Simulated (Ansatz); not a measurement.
**GeH3O2F (SMILES [OH][GeH]([OH])[F]): HF/3-21G**

Aim: the electronic atomisation energy of GeH3O2F at HF/3-21G, from 5 runs. 

The calculation is run with Ansatz 0.2.0.

72 further runs of the same task are left out: 72 set aside as unsound or not needed.

### Step 1. The system as given

GeH3O2F has 7 atoms, charge 0, and is taken as a singlet. As SMILES, `[OH][GeH]([OH])[F]`. The coordinates come from a PBE0-D4/def2-TZVP relaxation. This is one conformer, not always the lowest.

Bond lengths: O1–Ge2 1.758 Å, Ge2–O3 1.748 Å, Ge2–F4 1.736 Å, O1–H5 0.961 Å, Ge2–H6 1.522 Å, O3–H7 0.961 Å. Angles: O1–Ge2–O3 108.4°, O1–Ge2–F4 104.7°, O3–Ge2–F4 110.1°, O1–Ge2–H6 116.0°, O3–Ge2–H6 108.9°, F4–Ge2–H6 108.5°, Ge2–O1–H5 112.4°, Ge2–O3–H7 112.8°.

### Step 2. The energy at HF/3-21G

input.yaml reads:

```yaml
basis:
  gaussian:
    orbitals: 3-21G-spherical.json
crystal:
  periodic: [false, false, false]
  atoms:
    - {symbol: O, position_ang: [-0.352900, 1.140300, -0.859300]}
    - {symbol: Ge, position_ang: [-0.107500, -0.026800, 0.432400]}
    - {symbol: O, position_ang: [1.518200, -0.656000, 0.307600]}
    - {symbol: F, position_ang: [-1.260300, -1.284500, 0.113200]}
    - {symbol: H, position_ang: [-1.209200, 1.041800, -1.283900]}
    - {symbol: H, position_ang: [-0.331400, 0.485800, 1.847500]}
    - {symbol: H, position_ang: [1.804400, -0.768700, -0.603100]}
magnetization:
  spin_polarized: false
  initial_magnetization: 0
hamiltonian:
  xc: hf
accuracy: high
output: {orbitals: {seedname: orbitals}}
```

The basis set 3-21G is read from a file made from the Basis Set Exchange's data (not shown).

Run with:

```
ansatz run input.yaml --threads 1 --pin off --max-ram 3480MiB --events-out events.jsonl --progress --plain --runs-dir runs
```

What it wrote:

```text
Warning: RAYON_NUM_THREADS=1 ignored (pool sized by the plan → 1); use --threads N
Functional definition: HF
  name "HF"
  exchange = exact_x
  correlation = 0
1047 factors; integrals over basis functions are off by at most 6.4e-9 eV
mean field evaluation 1: about -62990.4843 eV, gradient 4.6e1 eV
mean field evaluation 2: about -62990.7054 eV, gradient 4.7e1 eV
mean field evaluation 4: about -62994.5500 eV, gradient 2.0e0 eV
mean field evaluation 8: about -62994.5887 eV, gradient 2.7e-1 eV
mean field evaluation 16: about -62994.5889 eV, gradient 6.9e-8 eV
mean field -62994.58891943 eV, -2315.0084435232 hartree, gradient 6.9e-8 eV, S^2 0.000000; 0 other end points of the search recorded, 0 dependent functions left out
reference -62994.58891943 eV, -2315.0084435232 hartree; 30, 30 occupied and 25, 25 virtual orbitals, 1047 factors
Total energy: -62994.58891943 eV, -2315.0084435232 hartree
```

Run time: 0.65 s. Hardware: 1 thread of Arm Neoverse V2, shared host; peak memory 0.12 GiB.

### Step 3. The F atom, same level

in.yaml reads:

```yaml
crystal:
  periodic: [false, false, false]
  atoms:
    - symbol: F
      position_ang: [0.000000, 0.000000, 0.000000]
basis:
  gaussian:
    orbitals: 3-21G.json
accuracy: high
magnetization:
  spin_polarized: true
  initial_magnetization: 1
hamiltonian:
  xc: hf
```

The basis set 3-21G is read from a file made from the Basis Set Exchange's data (not shown).

Run with:

```
ansatz run in.yaml --threads 1 --pin off --max-ram 3480MiB --events-out events.jsonl --progress --plain --runs-dir runs
```

What it wrote:

```text
Warning: RAYON_NUM_THREADS=1 ignored (pool sized by the plan → 1); use --threads N
[... 4 set-up lines as earlier in the session ...]
42 factors; integrals over basis functions are off by at most 1.1e-8 eV
mean field evaluation 1: about -2689.6565 eV, gradient 4.1e0 eV
mean field evaluation 2: about -2689.6568 eV, gradient 4.1e0 eV
mean field evaluation 4: about -2689.7090 eV, gradient 3.8e-1 eV
mean field evaluation 8: about -2689.7097 eV, gradient 1.4e-7 eV
mean field evaluation 16: about -2689.7097 eV, gradient 2.7e-2 eV
mean field -2689.70972651 eV, -98.8450092986 hartree, gradient 5.0e-8 eV, S^2 0.750308; 0 other end points of the search recorded, 0 dependent functions left out
reference -2689.70972651 eV, -98.8450092986 hartree; 5, 4 occupied and 4, 5 virtual orbitals, 42 factors
Total energy: -2689.70972651 eV, -98.8450092986 hartree
```

It took 0.04 s on 1 thread of Arm Neoverse V2, shared host.

### Step 4. The Ge atom

job.yaml reads:

```yaml
crystal:
  periodic: [false, false, false]
  atoms:
    - {symbol: Ge, position_ang: [0.000000, 0.000000, 0.000000]}
basis:
  gaussian:
    orbitals: 3-21G-spherical.json
magnetization:
  spin_polarized: true
  initial_magnetization: 2
hamiltonian:
  xc: hf
accuracy: high
```

The basis set 3-21G is read from a file made from the Basis Set Exchange's data (not shown).

Run the same way, it converges to -2065.29167 Eh (log not shown).

### Step 5. The H atom

in.yaml reads:

```yaml
basis:
  gaussian:
    orbitals: 3-21G.json
crystal:
  periodic: [false, false, false]
  atoms:
    - {symbol: H, position_ang: [0.000000, 0.000000, 0.000000]}
magnetization:
  spin_polarized: true
  initial_magnetization: 1
hamiltonian:
  xc: hf
accuracy: high
```

The basis set 3-21G is read from a file made from the Basis Set Exchange's data (not shown).

Run the same way, it converges to -0.49620 Eh (log not shown).

### Step 6. The O atom

input.yaml reads:

```yaml
basis:
  gaussian: {orbitals: 3-21G.json}
crystal:
  periodic: [false, false, false]
  atoms:
    - {symbol: O, position_ang: [0.000000, 0.000000, 0.000000]}
magnetization: {spin_polarized: true, initial_magnetization: 2}
hamiltonian: {xc: hf}
accuracy: high
```

The basis set 3-21G is read from a file made from the Basis Set Exchange's data (not shown).

Run with:

```
ansatz run input.yaml --threads 1 --pin off --max-ram 3480MiB --events-out events.jsonl --progress --plain --runs-dir runs
```

What it wrote:

```text
Warning: RAYON_NUM_THREADS=1 ignored (pool sized by the plan → 1); use --threads N
[... 4 set-up lines as earlier in the session ...]
42 factors; integrals over basis functions are off by at most 1.4e-9 eV
mean field evaluation 1: about -2024.2447 eV, gradient 5.2e0 eV
mean field evaluation 2: about -2024.2456 eV, gradient 5.2e0 eV
mean field evaluation 4: about -2024.3533 eV, gradient 4.5e-1 eV
mean field evaluation 8: about -2024.3545 eV, gradient 8.4e-7 eV
mean field evaluation 16: about -2024.3543 eV, gradient 2.2e-1 eV
mean field -2024.35454065 eV, -74.3936572123 hartree, gradient 1.5e-8 eV, S^2 2.001100; 0 other end points of the search recorded, 0 dependent functions left out
reference -2024.35454065 eV, -74.3936572123 hartree; 5, 3 occupied and 4, 6 virtual orbitals, 42 factors
Total energy: -2024.35454065 eV, -74.3936572123 hartree
```

Wall time 0.04 s (1 thread of Arm Neoverse V2, shared host).

### Step 7. Summary of results

At HF/3-21G:

| quantity | value |
| --- | --- |
| molecule: total energy | -2315.00844 Eh |
| molecule: HOMO energy | -13.29 eV |
| molecule: LUMO energy | 4.73 eV |
| molecule: HOMO–LUMO gap | 18.02 eV |
| F atom: total energy | -98.84501 Eh |
| F atom: ⟨S²⟩ | 0.750 |
| Ge atom: total energy | -2065.29167 Eh |
| Ge atom: ⟨S²⟩ | 2.000 |
| H atom: total energy | -0.49620 Eh |
| H atom: ⟨S²⟩ | 0.750 |
| O atom: total energy | -74.39366 Eh |
| O atom: ⟨S²⟩ | 2.001 |
| electronic atomisation energy | 16.214 eV |

Taking the molecule apart into free atoms costs 16.21 eV (1564 kJ/mol), before zero-point energy and without spin-orbit coupling. Hartree–Fock lacks the correlation of the bonding pairs, which as a rule makes this value much too low; in minimal bases other errors can mask that. The basis has no polarisation functions, which makes bonds too weak.
